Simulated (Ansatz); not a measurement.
# BaTiO3 (Pm-3m): relaxations under a series of pressures from a Python script

A script is to give relaxations under a series of pressures; the system is BaTiO3 (Pm-3m).

Program: the Python package of Ansatz 0.2.0. Level of theory: DFT PBE, plane waves, PAW. These are calculated values, not measurements.

**1. The system**

Symmetry: Pm-3m, No. 221, cubic system. The conventional cell has a = 4.006 Å, b = 4.006 Å, c = 4.006 Å, α = 90.00°, β = 90.00°, γ = 90.00°. Ba (site symmetry m-3m) is surrounded by 12 O at 2.83 Å. Ti (site symmetry m-3m) is surrounded by 6 O at 2.00 Å. O (site symmetry 4/mmm) is surrounded by 2 Ti at 2.00 Å and 4 Ba at 2.83 Å.

No structure file is read: the coordinates are typed or built in the script.

**2. The script**

compress.py reads:

```python
import warnings

import ansatz as az
import numpy as np
from pymatgen.core import Lattice, Structure
from pymatgen.io.ase import AseAtomsAdaptor

def edges_and_angles(cell):
    cell = np.asarray(cell)
    a, b, c = np.linalg.norm(cell, axis=1)
    cosines = cell[1] @ cell[2] / (b * c), cell[0] @ cell[2] / (a * c), cell[0] @ cell[1] / (a * b)
    return (a, b, c, *np.degrees(np.arccos(cosines)))

warnings.simplefilter("ignore", az.DeckWarning)

pmg_structure = Structure(
    Lattice([(4.006, 0.0, 0.0), (0.0, 4.006, 0.0), (0.0, 0.0, 4.006)]),
    ["Ba", "Ti", "O", "O", "O"],
    [
        (0.5, 0.5, 0.5),
        (0.0, 0.0, 0.0),
        (0.5, 0.0, 0.0),
        (0.0, 0.5, 0.0),
        (0.0, 0.0, 0.5),
    ],
)
xtal = az.Crystal.from_ase(AseAtomsAdaptor.get_atoms(pmg_structure))

calculation = (
    xtal.calculation()
    .basis(550)
    .kpoints(6)
    .functional("pbe")
    .occupations("fermi_dirac", width=0.01)
    .scf(tolerance=1e-09)
)

rows = []
for pressure in [-2, 0, 2, 5, 10]:
    outcome = calculation.relax(cell=True, pressure=pressure, force_tolerance=0.05).run(threads=1, backend="cpu")
    cell = outcome.lattice.cell_ang
    n_atoms = len(outcome.lattice.sites)
    volume = abs(np.linalg.det(cell)) / n_atoms
    enthalpy = outcome.report["free_energy_ev"] / n_atoms + pressure * volume / 160.21766
    rows.append((pressure, volume, enthalpy, *edges_and_angles(cell)))
    print(f"{pressure} GPa done: {volume:.4f} A^3/atom")

print(" P (GPa)  V (A^3/atom)  H (eV/atom)     a       b       c")
for row in rows:
    print("{:8.1f} {:12.4f} {:14.5f} {:7.4f} {:7.4f} {:7.4f}".format(*row[:6]))
p, v = np.array([row[0] for row in rows], float), np.array([row[1] for row in rows])
print("mean bulk modulus between rows (GPa):", np.round(-np.diff(p) / np.diff(np.log(v)), 1))
```

**3. The run**

Command:

```console
$ python compress.py
```

**Question.** How far does the cell shrink over this series of pressures, and what bulk modulus does the first step imply?

The runs gave:

```
                                   quantity               value
bulk modulus between neighbouring pressures  157.3 to 195.1 GPa
                              runs compared                   5
                            range of energy      20.40 meV/atom
```

**Reading.** The crystal stiffens as it is compressed. The volume falls from 13.15 Å³ an atom at -2 GPa to 12.30 at 10 GPa, by 6.5 %. Between -2 and 0 GPa, -V dP/dV is about 157 GPa, a mean over that step. In run 1, the volume grew by 2.3 % over 1 move under the -2 GPa asked, and the space group stayed Pm-3m. In run 5, the volume shrank by 4.3 % over 3 moves under the 10 GPa asked, and the space group stayed Pm-3m. The run is spin-unpolarised. At a fixed pressure a relaxation lowers the enthalpy F + PV, while F alone can rise. The program warned that this SCF threshold is loose for forces or stresses. Symmetry holds the cell in this phase, so another phase that may be stable under pressure is not reached. The script silences the warnings on its input, which a real study should read.
